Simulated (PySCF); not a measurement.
# Cl3H3NPb (Pb(Cl)3(NH3)+): the cost of one run

Computed with PySCF 2.14.0. Level: PBE0, Pb def2-SVP with ECP60, Cl def2-SVP, N def2-SVP, H def2-SVP; scalar-relativistic core potentials, no spin–orbit coupling.

1 further run of the same task is left out (for a known fault of the program).

### 1 Where the work starts

8 atoms, charge 1, spin multiplicity 1.

Bond lengths: Pb1–Cl2 2.382 Å, Pb1–Cl3 2.382 Å, Pb1–Cl4 2.382 Å, Pb1–N5 2.354 Å, N5–H6 1.026 Å, N5–H7 1.026 Å, N5–H8 1.026 Å. Angles: Cl2–Pb1–Cl3 117.7°, Cl2–Pb1–Cl4 117.7°, Cl2–Pb1–N5 98.8°, Cl3–Pb1–Cl4 117.7°, Cl3–Pb1–N5 98.8°, Cl4–Pb1–N5 98.8°, Pb1–N5–H6 111.1°, Pb1–N5–H7 111.1°, Pb1–N5–H8 111.1°, H6–N5–H7 107.8°, H6–N5–H8 107.8°, H7–N5–H8 107.8°.

Geometry (Å):

```xyz
8
Cl3H3NPb
Pb    0.00221   -0.00221    0.00221
Cl    1.33850    1.69826    1.00033
Cl   -1.69826   -1.00033    1.33850
Cl    1.00033   -1.33850   -1.69826
N    -1.35663    1.35663   -1.35663
H    -2.33846    1.31041   -1.06147
H    -1.06147    2.33846   -1.31041
H    -1.31041    1.06147   -2.33846
```

Formal oxidation states: Pb +4. An earlier session relaxed this geometry at PBE0, Pb def2-SVP with ECP60, Cl def2-SVP, N def2-SVP, H def2-SVP (singlet, point group C3).

Its energy there is -1628.854066 Eh.

### 2 One electron removed, multiplicity 2

Contents of run.py (the lines that set the calculation):

```python
mol = gto.M(atom='''
Pb     0.00221    -0.00221     0.00221
Cl     1.33850     1.69826     1.00033
Cl    -1.69826    -1.00033     1.33850
Cl     1.00033    -1.33850    -1.69826
N     -1.35663     1.35663    -1.35663
H     -2.33846     1.31041    -1.06147
H     -1.06147     2.33846    -1.31041
H     -1.31041     1.06147    -2.33846''',
    basis={'Pb': 'def2-SVP', 'Cl': 'def2-SVP', 'N': 'def2-SVP', 'H': 'def2-SVP'},
    ecp={'Pb': 'def2-SVP'},
    charge=2, spin=1)
mf = dft.UKS(mol, xc='PBE0')
mf.grids.atom_grid = (50, 194)
mf = mf.density_fit()  # fitting sets: Pb def2-universal-JKFIT, Cl def2-universal-JKFIT, N def2-universal-JKFIT, H def2-universal-JKFIT
mf.conv_tol = 1e-08; mf.max_cycle = 55
mf.kernel(dm0)  # dm0: the density of the relaxed state
```

Run with:

```
> OMP_NUM_THREADS=2 python run.py
```

**Question.** How long does this run take on 2 threads of Intel Xeon Platinum 8259CL at 2.50GHz (Skylake/Cascade Lake), shared host?

About 7.8 s.
